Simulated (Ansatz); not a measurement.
# CH4NOSb: how energies converge with the basis set

One table from this session's results is given with a row withheld; the runs are named, their logs left out.

Computed with Ansatz 0.2.0, Gaussian basis. Level: one geometry, several basis sets.

Plan: PBE0-D4/def2-SVP; ωB97M-V/def2-SVP; PBE0-D4/def2-QZVPP; ωB97M-V/def2-QZVPP; the functionals' def2-TZVPP values are taken from earlier runs.

## Structure used throughout

All runs share one geometry, relaxed beforehand with PBE0-D4 in a triple-zeta def2 set. Sb takes the def2 core potential; no spin-orbit term is included.

SMILES `O=C[NH][SbH2]`, 8 atoms, charge 0, spin multiplicity 1.

Atoms are counted from 1 here; the program's logs count them from 0.

Bond lengths: O1–C2 1.218 Å, C2–N3 1.339 Å, C2–H5 1.105 Å, N3–Sb4 2.071 Å, N3–H6 1.007 Å, Sb4–H7 1.712 Å, Sb4–H8 1.722 Å. Angles: O1–C2–N3 122.2°, O1–C2–H5 122.2°, N3–C2–H5 115.7°, C2–N3–Sb4 113.0°, C2–N3–H6 119.8°, Sb4–N3–H6 127.1°, N3–Sb4–H7 94.6°, N3–Sb4–H8 89.1°, H7–Sb4–H8 90.7°.

Geometry (Å):

```tsv
atom	x (Å)	y (Å)	z (Å)
O1	-0.47250	1.57952	-1.02438
C2	0.41624	1.27850	-0.24762
N3	0.38921	0.14266	0.46024
Sb4	-1.32287	-0.97554	0.13357
H5	1.29679	1.92503	-0.08244
H6	1.16680	-0.09563	1.05464
H7	-0.77693	-1.63343	-1.34977
H8	-0.60454	-2.27831	0.99986
```

The first run:

The input, in.yaml:

```yaml
crystal:
  periodic: [false, false, false]
  atoms:
    - {symbol: O, position_ang: [-0.472496, 1.579517, -1.024375]}
    - {symbol: C, position_ang: [0.416243, 1.278498, -0.247622]}
    - {symbol: N, position_ang: [0.389212, 0.142662, 0.460235]}
    - {symbol: Sb, position_ang: [-1.322874, -0.975539, 0.133573]}
    - {symbol: H, position_ang: [1.296786, 1.925027, -0.082437]}
    - {symbol: H, position_ang: [1.166803, -0.095627, 1.054641]}
    - {symbol: H, position_ang: [-0.776930, -1.633427, -1.349773]}
    - {symbol: H, position_ang: [-0.604544, -2.278309, 0.999858]}
basis:
  gaussian: {orbitals: def2-SVP}
hamiltonian: {xc: pbe0, dispersion: d4}
output: {orbitals: {seedname: orbitals}}
```

Started as:

```console
$ ansatz run in.yaml --threads 2 --pin off --events-out ev --progress --plain --max-ram 4352MiB
```

Among the steps run: PBE0-D4 in def2-SVP; ωB97M-V in def2-SVP; PBE0-D4 in def2-QZVPP; ωB97M-V in def2-QZVPP.

One of the session's tables, all rows but one given; the rest of the session is left out.

It belongs to the step «Density functionals: the series». 

```
functional       basis  HOMO (eV)
   PBE0-D4    def2-SVP          ?
   PBE0-D4  def2-TZVPP      -7.25
   PBE0-D4  def2-QZVPP      -7.27
   ωB97M-V    def2-SVP      -9.21
   ωB97M-V  def2-TZVPP      -9.39
   ωB97M-V  def2-QZVPP      -9.42
```

Q: Estimate the row for PBE0-D4, def2-SVP from the others.

The run gave: HOMO (eV): -7.09. In the column «HOMO (eV)» it is the highest.
